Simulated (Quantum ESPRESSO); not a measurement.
# ZnHgO2: zone-centre phonons under several settings

```
Zn Hg O
1.0
     4.00922    0.00000    0.00000
     0.00000    4.00922    0.00000
     0.00000    0.00000    3.30459
Zn Hg O
1 1 2
Cartesian
  0.0000 0.0000 0.0000
  2.0046 2.0046 1.6523
  2.0046 0.0000 0.0000
  0.0000 2.0046 0.0000
```

The cell was built by a generator and needn't be a form met in nature.

All runs used Quantum ESPRESSO 7.5; k mesh 2 × 2 × 4, shifted; given cell, atoms relaxed; no spin polarisation; occupations fermi-dirac, width 0.05 eV.

```csv
level,potentials,cutoff (eV),pressure (GPa),lowest optical mode without the field (cm⁻¹),highest optical mode without the field (cm⁻¹)
PBE,JTH 2.0 PBE,735,?,?,?
PBE,GBRV 1.5 PBE,762,0.6,314i,523
PBE,SSSP 1.3 efficiency PBE,816,0.0,315i,521
PBE,SG15 PBE 1.2,1197,0.0,331i,538
PBE,Ansatz NC SR PBE,1238,0.1,313i,516
```

What stands in the row left open?

Pressure 0.1 GPa; lowest optical mode without the field 316i cm⁻¹; highest optical mode without the field 518 cm⁻¹.

Values marked i are imaginary: the cell is unstable against those modes at that level, or the meshes are too thin.

Caveats: all runs use coarse meshes; the mesh is thin for the phonons of a metal; some modes are imaginary; before the sum rule the acoustic modes lie tens of cm⁻¹ from zero, a sign that the density grid also shifts the optical modes (some runs).

For the row left open. Caveat: the k mesh is coarse (spacing up to 0.78 Å⁻¹), so the values aren't converged; the mesh is thin for the phonons of a metal; some modes are imaginary; before the sum rule the acoustic modes lie tens of cm⁻¹ from zero, a sign that the density grid also shifts the optical modes.

The runs don't all hold the same shells in valence.
